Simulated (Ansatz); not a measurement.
**CH₃BClNO: one species, many methods**

The task here is to estimate one member of a computed series from the others.

Program: Ansatz 0.2.0, Gaussian basis. Level of theory: functionals in def2-TZVPP, the program's frozen cores in correlated methods. These are calculated values, not measurements.

Levels to be run: LDA (SPW92), PBE-D4, revPBE-D4, BLYP-D4, r2SCAN-D4, B97M-V, PBE0-D4, B3LYP-D4, r2SCANh-D4, r2SCAN0-D4, HSE06-D4, BHLYP-D4, CAM-B3LYP-D4, LC-ωPBE, ωB97X-V, ωB97M-V, B2PLYP, PBE-QIDH; CCSD(T)/def2-SVP; CCSD(T)/def2-TZVPP; MP2/def2-QZVPP; extrapolation to the limit; RPA on PBE.

## The geometry

All runs share one geometry, relaxed beforehand with PBE0-D4 in a triple-zeta def2 set.

SMILES `N=CB(O)Cl`, 8 atoms, charge 0, spin multiplicity 1.

Atoms are counted from 1 here; the program's logs count them from 0.

Bond lengths: N1–C2 1.270 Å, N1–H6 1.025 Å, C2–B3 1.571 Å, C2–H7 1.096 Å, B3–O4 1.342 Å, B3–Cl5 1.771 Å, O4–H8 0.962 Å. Angles: C2–N1–H6 110.1°, N1–C2–B3 126.2°, N1–C2–H7 116.5°, B3–C2–H7 117.2°, C2–B3–O4 119.1°, C2–B3–Cl5 119.9°, O4–B3–Cl5 121.0°, B3–O4–H8 114.5°.

The first run:

Input file in.yaml:

```yaml
crystal:
  periodic: [false, false, false]
  atoms:
    - {symbol: N, position_ang: [-0.428540, 1.745593, 0.743683]}
    - {symbol: C, position_ang: [-0.322665, 0.482149, 0.812438]}
    - {symbol: B, position_ang: [0.172346, -0.471905, -0.333954]}
    - {symbol: O, position_ang: [0.230142, -1.793214, -0.105455]}
    - {symbol: Cl, position_ang: [0.644353, 0.203485, -1.901452]}
    - {symbol: H, position_ang: [-0.141039, 2.072779, -0.183706]}
    - {symbol: H, position_ang: [-0.604618, 0.018193, 1.764390]}
    - {symbol: H, position_ang: [0.542121, -2.314078, -0.851745]}
basis:
  gaussian: {orbitals: def2-TZVPP}
hamiltonian: {xc: lda}
output: {orbitals: {seedname: orbitals}}
```

Among the steps run: LDA; PBE-D4 (GGA); revPBE-D4 (GGA); BLYP-D4 (GGA); r2SCAN-D4 (meta-GGA); B97M-V (meta-GGA); PBE0-D4 (hybrid); B3LYP-D4 (hybrid); r2SCANh-D4 (hybrid); r2SCAN0-D4 (hybrid); HSE06-D4 (hybrid); BHLYP-D4 (hybrid); CAM-B3LYP-D4 (range-separated); LC-ωPBE (range-separated); ωB97X-V (range-separated); ωB97M-V (range-separated); B2PLYP (double hybrid); PBE-QIDH (double hybrid).

One table of the session follows, with a row left open; its other results are not shown here.

It belongs to the step «Frontier levels by functional». 

| functional | HOMO (eV) | LUMO (eV) | gap (eV) |
| --- | --- | --- | --- |
| LDA (SPW92) | -6.17 | -3.18 | 2.99 |
| PBE-D4 | -6.09 | -2.91 | 3.18 |
| revPBE-D4 | -6.05 | -2.81 | 3.23 |
| BLYP-D4 | -6.00 | -2.76 | 3.25 |
| r2SCAN-D4 | -6.43 | -2.76 | 3.67 |
| B97M-V | -6.62 | -2.64 | 3.98 |
| PBE0-D4 | -7.66 | -1.91 | 5.74 |
| B3LYP-D4 | -7.42 | -2.13 | 5.29 |
| r2SCANh-D4 | -7.01 | -2.38 | 4.62 |
| r2SCAN0-D4 | -7.88 | -1.82 | 6.06 |
| HSE06-D4 | -7.25 | -2.30 | 4.95 |
| BHLYP-D4 | ? | ? | ? |
| CAM-B3LYP-D4 | -9.12 | -0.73 | 8.39 |
| LC-ωPBE | -10.47 | 0.45 | 10.92 |
| ωB97X-V | -10.15 | 0.39 | 10.54 |
| ωB97M-V | -10.04 | 0.31 | 10.35 |

Q: Estimate the row for BHLYP-D4 from the others.

Worked estimate for «HOMO (eV)». Against the share of exact exchange, BLYP-D4 (0, -6.00), B3LYP-D4 (0.2, -7.42) give a slope of -7.10 per unit share; at 0.5 the line stands at -9.55.

As computed: HOMO (eV): -9.17; LUMO (eV): -0.78; gap (eV): 8.39. In «HOMO (eV)» the line misses by -0.38.
